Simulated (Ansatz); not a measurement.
**BBi: a single-point run**

Aim: a sound single-point run of BBi. The structure is shown as the input types it. The cell is built on a prototype (h-MgO type) and needn't be the phase found in nature.

Computed with Ansatz 0.2.0 (density functional or hybrid calculation with the settings of its input, plane waves (as first typed), unless a step's input says otherwise).

### Step 1. The system as given

Symmetry: P6_3/mmc, No. 194, hexagonal system. Conventional cell: a = 4.161 Å, b = 4.161 Å, c = 5.589 Å, α = 90.00°, β = 90.00°, γ = 120.00°. B (site symmetry -6m2) is surrounded by 3 Bi at 2.40 Å. Bi (site symmetry -6m2) has 3 B at 2.40 Å as nearest neighbours.

Coordinates:

```
B Bi
1.0
     4.16092    0.00000    0.00000
    -2.08046    3.60346    0.00000
     0.00000    0.00000    5.58925
B Bi
2 2
Cartesian
  0.0000 2.4023 1.3973
  2.0805 1.2012 4.1919
  2.0805 1.2012 1.3973
  0.0000 2.4023 4.1919
```

### Step 2. The calculation

The input, input.yaml:

```yaml
crystal:
  lattice:
    - [4.1609172227, 0.0, 0.0]
    - [-2.0804586113, 3.6034600179, 0.0]
    - [0.0, 0.0, 5.5892505505]
  atoms:
    - { symbol: B, position: [0.3333333333, 0.6666666667, 0.25] }
    - { symbol: B, position: [0.6666666667, 0.3333333333, 0.75] }
    - { symbol: Bi, position: [0.6666666667, 0.3333333333, 0.25] }
    - { symbol: Bi, position: [0.3333333333, 0.6666666667, 0.75] }
kpoints:
  mp_grid: { grid: [6, 6, 4] }
hamiltonian:
  xc: r2scan
scf:
  occupations: { method: methfessel_paxton, width: 1.5 }
  n_extra_bands: 5
output:
  forces: true
  stress: true
  eigenvalues: true
```

Run with:

```sh
ansatz run input.yaml --threads 4 --pin off --max-ram 3686MiB --backend cpu --events-out ev --progress --plain --runs-dir out
```

Q: Will this input give a usable result? If not, why, and what should change?

This run ends as converged. That alone doesn't make the input a sound one.

The suspect setting: scf.occupations.method is methfessel_paxton; scf.occupations.width is 1.5. A smearing of this width stands for electrons at many thousands of kelvin; it empties bonding states and fills antibonding ones.

The test: set scf.occupations.method to fermi_dirac and scf.occupations.width to 0.02.
